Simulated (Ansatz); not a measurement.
**LaSi2Os2: a La atom hops into a vacancy**

Aim: the barrier for La14 to jump 4.15 Å into the empty La site beside it, in a 2×2×1 supercell of LaSi2Os2 with one La atom removed. The band relaxes its own ends first.

All numbers below are computed with Ansatz 0.2.0 (DFT PBEsol, plane waves, PAW, scalar-relativistic, no spin polarisation).

### 1 The system as given

The cell holds 19 atoms (La3Os8Si8): a = 8.400 Å, b = 8.400 Å, c = 5.842 Å, α = 68.93°, β = 68.93°, γ = 90.00°.

The empty site lies at (-0.02, 8.37, -0.02) Å, and La14 starts at (-0.01, 4.22, 0.01) Å. All atoms were shaken by about 0.02 Å to break the symmetry.

As a file:

```xyz
19
Lattice="0.0000 8.3998 0.0000 8.3998 0.0000 0.0000 2.0999 2.0999 -5.0309" Properties=species:S:1:pos:R:3 pbc="T T T"
Os    2.1258    4.2183   -2.4945
Os    4.2060    2.0744   -2.5317
Si    2.1121    2.0635   -1.2744
Si    4.1947    4.1559   -3.7810
Os    6.2952    4.1886   -2.5282
Os    8.4132    2.0897   -2.5366
Si    6.3020    2.1040   -1.2589
Si    8.3957    4.2297   -3.7830
La    4.2117   -0.0027    0.0087
Os    2.1280    8.4109   -2.5386
Os    4.2179    6.2818   -2.5521
Si    2.1206    6.2974   -1.2431
Si    4.2244    8.4140   -3.7853
La   -0.0138    4.2193    0.0100
Os    6.3141    8.3835   -2.4807
Os    8.4085    6.3041   -2.5278
Si    6.2984    6.2957   -1.2592
Si    8.3654    8.4672   -3.7628
La    4.2278    4.2162    0.0257
```

### 2 Nudged elastic band

crystal.atoms is the first end and neb.final_atoms the second, which differs in La14 alone.

Input file input.yaml:

```yaml
crystal:
  lattice:
    - [0.0, 8.399788, 0.0]
    - [8.399788, 0.0, 0.0]
    - [2.099947, 2.099947, -5.030921]
  atoms:
    - { symbol: Os, position: [0.37823429, 0.12912666, 0.49582792] }
    - { symbol: Os, position: [0.12115695, 0.3749255, 0.50322207] }
    - { symbol: Si, position: [0.18233799, 0.1881238, 0.25330481] }
    - { symbol: Si, position: [0.30687332, 0.31148827, 0.75155054] }
    - { symbol: Os, position: [0.37302364, 0.62381071, 0.50253164] }
    - { symbol: Os, position: [0.12272515, 0.87554622, 0.50420358] }
    - { symbol: Si, position: [0.18791799, 0.68769428, 0.25023531] }
    - { symbol: Si, position: [0.31555955, 0.81152764, 0.75194756] }
    - { symbol: La, position: [0.00011378, 0.50183868, -0.0017385] }
    - { symbol: Os, position: [0.87516833, 0.12718499, 0.50460881] }
    - { symbol: Os, position: [0.62103694, 0.37532483, 0.50727551] }
    - { symbol: Si, position: [0.68794178, 0.19068091, 0.24709147] }
    - { symbol: Si, position: [0.81358946, 0.31481637, 0.75241587] }
    - { symbol: La, position: [0.50280558, -0.00114444, -0.00198375] }
    - { symbol: Os, position: [0.87478402, 0.62842145, 0.49308796] }
    - { symbol: Os, position: [0.62489009, 0.87542371, 0.50245936] }
    - { symbol: Si, position: [0.68692944, 0.68725427, 0.25029112] }
    - { symbol: Si, position: [0.82104809, 0.8089271, 0.74792636] }
    - { symbol: La, position: [0.50321316, 0.50459731, -0.00510987] }
kpoints:
  mp_grid: { grid: [2, 2, 3] }
magnetization:
  spin_polarized: false
scf:
  occupations: { method: fermi_dirac, width: 0.05 }
hamiltonian:
  pseudopotentials: { kind: paw }
  xc: pbesol
basis:
  ecutwfc: 420
neb:
  images: 3
  relax_end_points: true
  climbing: true
  f_tol: 0.05
  max_iterations: 40
  order_check: false
  final_atoms:
    - { symbol: Os, position: [0.37823429, 0.12912666, 0.49582792] }
    - { symbol: Os, position: [0.12115695, 0.3749255, 0.50322207] }
    - { symbol: Si, position: [0.18233799, 0.1881238, 0.25330481] }
    - { symbol: Si, position: [0.30687332, 0.31148827, 0.75155054] }
    - { symbol: Os, position: [0.37302364, 0.62381071, 0.50253164] }
    - { symbol: Os, position: [0.12272515, 0.87554622, 0.50420358] }
    - { symbol: Si, position: [0.18791799, 0.68769428, 0.25023531] }
    - { symbol: Si, position: [0.31555955, 0.81152764, 0.75194756] }
    - { symbol: La, position: [0.00011378, 0.50183868, -0.0017385] }
    - { symbol: Os, position: [0.87516833, 0.12718499, 0.50460881] }
    - { symbol: Os, position: [0.62103694, 0.37532483, 0.50727551] }
    - { symbol: Si, position: [0.68794178, 0.19068091, 0.24709147] }
    - { symbol: Si, position: [0.81358946, 0.31481637, 0.75241587] }
    - { symbol: La, position: [0.99516509, -0.0028851, 0.00346306] }
    - { symbol: Os, position: [0.87478402, 0.62842145, 0.49308796] }
    - { symbol: Os, position: [0.62489009, 0.87542371, 0.50245936] }
    - { symbol: Si, position: [0.68692944, 0.68725427, 0.25029112] }
    - { symbol: Si, position: [0.82104809, 0.8089271, 0.74792636] }
    - { symbol: La, position: [0.50321316, 0.50459731, -0.00510987] }
```

Launch:

```sh
ansatz run input.yaml --threads 4 --pin off --max-ram 8192MiB --backend cpu --events-out ev --progress --plain --runs-dir out
```

Before running it: what results should come out? Wanted: relaxation of the ends; barrier forwards; barrier backwards; second end relative to first; highest image.

**Answer**, as computed:

```
                    quantity                                                                   value
      relaxation of the ends  0.775 eV lower, moves up to 0.13 Å; 0.838 eV lower, moves up to 0.13 Å
            barrier forwards                                                                 3.94 eV
           barrier backwards                                                                 3.94 eV
second end relative to first                                                                0.000 eV
               highest image                                                   2 of 0 to 4, climbing
             band iterations                                                                       5
```

In words: The barrier from the first end is 3.94 eV, 152 times kT at 300 K; with a typical attempt rate of 10^13 per second that is roughly 10^-53 events a second. Both ends agree in energy to 1 meV; they were built as equivalent. The input switches the test of curvatures off, so the top was not shown to be a first-order saddle. The cell of 19 atoms is small, so the barrier is not converged with size.
